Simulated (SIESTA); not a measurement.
**MnAs in SIESTA: the effect of basis**

Crystal: MnAs.

```xyz
4
Lattice="3.7100 0.0000 0.0000 -1.8550 3.2130 0.0000 0.0000 0.0000 5.6910" Properties=species:S:1:pos:R:3 pbc="T T T"
As    1.8550    1.0710    4.2683
As    0.0000    2.1420    1.4227
Mn    0.0000    0.0000    2.8455
Mn    0.0000    0.0000    0.0000
```

Alike in all runs:

```yaml
Program: SIESTA 5.4.2
Task: band structure
Functional: PBEsol
Potentials_or_basis: PseudoDojo 0.4 standard (PBEsol files)
Grid_cutoff: 800 Ry
Energy_shift: 0.003 Ry
k_mesh: 8 × 8 × 5
Occupations: fermi-dirac, width 0.05 eV
Spin: collinear spin, ferromagnetic start
Starting_moments: "[0.0, 0.0, 4.0, 4.0] μB"
```

```tsv
basis	pressure (GPa)	moment (μB)
SZ	3.1	6.91
SZP	-2.2	6.44
DZ	?	?
DZP	-6.3	6.37
TZP	-6.4	6.37
TZDP	-6.8	6.37
```

Task: What does the run with basis DZ give?

Result: Pressure -8.1 GPa; moment 6.59 μB.

Caveats: short orbitals over semicore shells can move pressures by several GPa; the basis of atomic orbitals isn't converged, which shifts pressures, moduli and gaps; only a ferromagnetic start was run, and an antiferromagnetic order may lie lower in energy; the basis has no polarisation orbitals (some runs).
